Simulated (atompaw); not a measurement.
**A PAW (atompaw) potential for silicon, from input to tests**

Task: generate the file, and judge it by its logarithmic derivatives, its ghosts and its cutoff.

Method: atompaw 4.2.0.5, PBE, scalar-relativistic.

## (1) Starting point

Typed settings, in words:

- element: silicon (Si, Z = 14)
- type: PAW
- frozen core: [He]
- valence charge: 12
- reference configuration: 2s2 2p6 3s1.75 3p2.25
- partial waves: 2s (bound): rc 0.75 bohr; 3s (bound): rc 1.10 bohr; 2p (bound): rc 0.65 bohr; 3p (bound): rc 1.10 bohr; 3d channel at 0.35 Ry: rc 1.10 bohr; 3d channel at 2.55 Ry: rc 1.10 bohr
- local potential: bessel scheme, radius 0.90 bohr
- core correction: smooth core density matched at 0.70 bohr
- augmentation charge: sinc compensation charge, radius 1.05 bohr; PAW radius 1.10 bohr; waves and projectors: custom polynom vanderbiltortho

The nodes and maxima of the atom's own shells, from an earlier all-electron run, set the scale for the radii.

All-electron outer shells of the reference configuration (PBE, scalar-relativistic, ld1.x):

| shell | level (eV) | outermost node (bohr) | outermost maximum (bohr) |
| --- | --- | --- | --- |
| 1s | -1786.38 | – | 0.07 |
| 2s | -139.93 | 0.15 | 0.45 |
| 2p | -95.98 | – | 0.39 |
| 3s | -11.01 | 0.72 | 1.77 |
| 3p | -4.23 | 0.72 | 2.14 |

## (2) Generation

Input file Si.input:

```
Si 14
GGA-PBE scalarrelativistic loggrid 1500 logderivrange -12 5 426
3 3 0 0 0 0
3 0 1.75
3 1 2.25
0 0 0
c
v
v
v
v
2
1.10 1.05 0.90 0.70
n
n
y
0.35
y
2.55
n
custom polynom vanderbiltortho sinc
bessel
0.75
1.10
0.65
1.10
1.10
1.10
PWSCFOUT
UPFDX 0.0125d0 UPFXMIN -7.d0 UPFZMESH 14.d0
END
```

The run is started by

```bash
$ atompaw < Si.input > Si.log
```

What does the calculation give? Wanted: cutoffs for 10 and 1 mRy, occupied levels; bound ghosts; largest phase difference near zero energy, channels read; lowest eigenvalue of the overlap; share of valence orbitals outside the PAW sphere; UPF file.

**Answer**, as computed:

| quantity | value |
| --- | --- |
| cutoffs for 10 and 1 mRy, occupied levels | 260 Ry and over 300 Ry |
| bound ghosts | none found |
| largest phase difference near zero energy, channels read | 0.000 rad |
| lowest eigenvalue of the overlap (Bessel basis) | 0.505 (p) |
| share of valence orbitals outside the PAW sphere | 2s 3 %, 3s 93 %, 2p 4 %, 3p 96 % |
| UPF file | written |

In words: The potential is very hard: the looser tolerance needs 260 Ry. The tighter tolerance needs over 300 Ry, and converged work needs a cutoff nearer that. The slowest level is 2p: taken alone it needs 300 Ry to come within 1 mRy, against 90 Ry for 2s. The Bessel-basis test finds no level below the valence levels. Near zero energy the phases of the channels with partial waves agree within 0.001 rad.
